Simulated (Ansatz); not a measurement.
# Re: the cost of one run

Method: DFT LDA, scalar-relativistic, in Ansatz 0.2.0.

## 1. The structure to begin with

The structure is cubic, space group Fm-3m (No. 225). Conventional cell: a = 3.950 Å, b = 3.950 Å, c = 3.950 Å, α = 90.00°, β = 90.00°, γ = 90.00°. Re (site symmetry m-3m) is surrounded by 12 Re at 2.79 Å.

As a file:

```cif
data_structure
_symmetry_space_group_name_H-M 'P 1'
_symmetry_Int_Tables_number 1
_cell_length_a 2.7931
_cell_length_b 2.7931
_cell_length_c 2.7931
_cell_angle_alpha 60.000
_cell_angle_beta 60.000
_cell_angle_gamma 60.000
_cell_volume 15.41
loop_
_atom_site_label
_atom_site_type_symbol
_atom_site_fract_x
_atom_site_fract_y
_atom_site_fract_z
_atom_site_occupancy
Re1 Re 0.00000 0.00000 0.00000 1
```

## 2. The deformed structure

Space group Fm-3m before, I4/mmm after.

## 3. LAPW, all electrons

input.yaml reads:

```yaml
crystal:
  lattice:
    - [0.0, 1.975, 2.0145]
    - [1.975, 0.0, 2.0145]
    - [1.975, 1.975, 0.0]
  atoms:
    - { symbol: Re, position: [0.0, 0.0, 0.0] }
kpoints:
  mp_grid: { grid: [14, 14, 14] }
  band_path:
    path:
      - [0.0, 0.0, 0.0]
      - [0.0, 0.5, 0.5]
      - [0.25, 0.75, 0.5]
      - [0.0, 0.5, 0.0]
      - [0.0, 0.0, 0.0]
      - [0.5, 0.5, 0.0]
      - [0.3701460977, 0.6298539023, 0.0]
      - [-0.3701460977, 0.3701460977, 0.0]
      - [0.0, 0.0, 0.0]
    npoints: 5
scf:
  occupations: { method: fermi_dirac, width: 0.03 }
hamiltonian:
  xc: lda
  pseudopotentials: { kind: all_electron, lapw: { basis_error: 0.001 } }
output:
  forces: true
  stress: true
  eigenvalues: true
```

The run is started by

```console
$ ansatz run input.yaml --threads 1 --pin off --max-ram 3072MiB --backend cpu --events-out ev --progress --plain --runs-dir out
```

Q: Estimate wall time and peak memory on 1 thread of Arm Neoverse V1, shared host.

About 37 s, with a peak of 0.46 GiB.
